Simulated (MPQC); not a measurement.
# [CuH2]− (SMILES [H][Cu-][H]): a first try and a second

Aim: the energy of [CuH2]− at HF/3-21G.

The calculation is run with MPQC 2.3.1.

8 further runs of the same task are left out: 5 that didn't finish, 3 set aside as unsound or not needed.

### Step 1. The molecule

[CuH2]− has 3 atoms, charge -1, and is taken as a singlet. As SMILES, `[H][Cu-][H]`. Geometry: a GFN2-xTB relaxation, a rough one for these elements and not checked as a minimum.

Bond lengths: Cu1–H2 1.553 Å, Cu1–H3 1.553 Å. Angles: H2–Cu1–H3 180.0°.

### Step 2. Try one

Input file mol.in:

```
molecule<Molecule>: (
    symmetry = c1
    unit = bohr
    { atoms geometry } = {
        Cu [ 0.00030236   0.00017008   0.00001890 ]
        H  [ -0.03320249  -0.04096926   2.93410216 ]
        H  [ 0.03290013   0.04079919  -2.93412106 ]
    }
)
basis<GaussianBasisSet>: (
    name = "3-2G"
    molecule = $:molecule
)
mpqc: (
    checkpoint = no
    savestate = no
    restart = no
    do_energy = yes
    do_gradient = no
    optimize = no
    mole<CLHF>: (
        molecule = $:molecule
        basis = $:basis
        total_charge = -1
        memory = 1000000000
        print_evals = yes
        maxiter = 97
        guess_wavefunction<CLHF>: (
            molecule = $:molecule
            total_charge = -1
            memory = 1000000000
            value_accuracy = 1e-3
            basis<GaussianBasisSet>: (
                name = "STO-3G"
                molecule = $:molecule
            )
        )
    )
)
```

Started as:

```bash
$ mpqc -o mol.out mol.in
```

What it wrote:

```text
MPQC: Massively Parallel Quantum Chemistry
                                   Version 2.3.1

  Using IntegralV3 by default for molecular integrals evaluation

  GaussianBasisSet::count_shells_ couldn't find ":basis:copper:3-2G":
  PrefixKeyVal: error: "The keyword was not found."
    prefix:
      "basis"
    keyval:
    ParsedKeyVal: error: "The keyword was not found."
ERROR: EXCEPTION RAISED:
GaussianBasisSet::count_shells_ -- couldn't find the basis set
terminate called after throwing an instance of 'std::runtime_error'
```

Wall time 0.08 s (1 thread of Arm Neoverse V2, shared host).

### Step 3. What went wrong

The program refused the input.

The telling line is `GaussianBasisSet::count_shells_ -- couldn't find the basis set`. What is wrong: the input names a basis that the program doesn't know. To mend it: basis set 3-21G in place of 3-2G.

### Step 4. The mended input

Input file input.in:

```
% CuH2
molecule<Molecule>: (
    symmetry = c1
    unit = bohr
    { atoms geometry } = {
        Cu [ 0.00030236   0.00017008   0.00001890 ]
        H  [ -0.03320249  -0.04096926   2.93410216 ]
        H  [ 0.03290013   0.04079919  -2.93412106 ]
    }
)
basis<GaussianBasisSet>: (
    name = "3-21G"
    molecule = $:molecule
)
mpqc: (
    checkpoint = no
    savestate = no
    restart = no
    do_energy = yes
    do_gradient = no
    optimize = no
    mole<CLHF>: (
        molecule = $:molecule
        basis = $:basis
        total_charge = -1
        memory = 1000000000
        print_evals = yes
        maxiter = 60
        guess_wavefunction<CLHF>: (
            molecule = $:molecule
            total_charge = -1
            memory = 1000000000
            value_accuracy = 1e-3
            basis<GaussianBasisSet>: (
                name = "STO-3G"
                molecule = $:molecule
            )
        )
    )
)
```

Started as:

```bash
$ mpqc -o input.out input.in
```

What it wrote:

```text
MPQC: Massively Parallel Quantum Chemistry
[...]
  LUMO is    17   A =   0.029182
  total scf energy = -1631.8933902256
Value of the MolecularEnergy: -1631.8933902256
[...]
      symmetry = c1
[...]
```

Wall time 0.18 s (1 thread of Arm Neoverse V2, shared host).

### Step 5. Results

Level: HF/3-21G.

```
                                             quantity           value
                                         total energy  -1631.89339 Eh
                                          HOMO energy        -0.31 eV
                                          LUMO energy         0.79 eV
HOMO–LUMO gap (to an unbound level, set by the basis)         1.11 eV
```
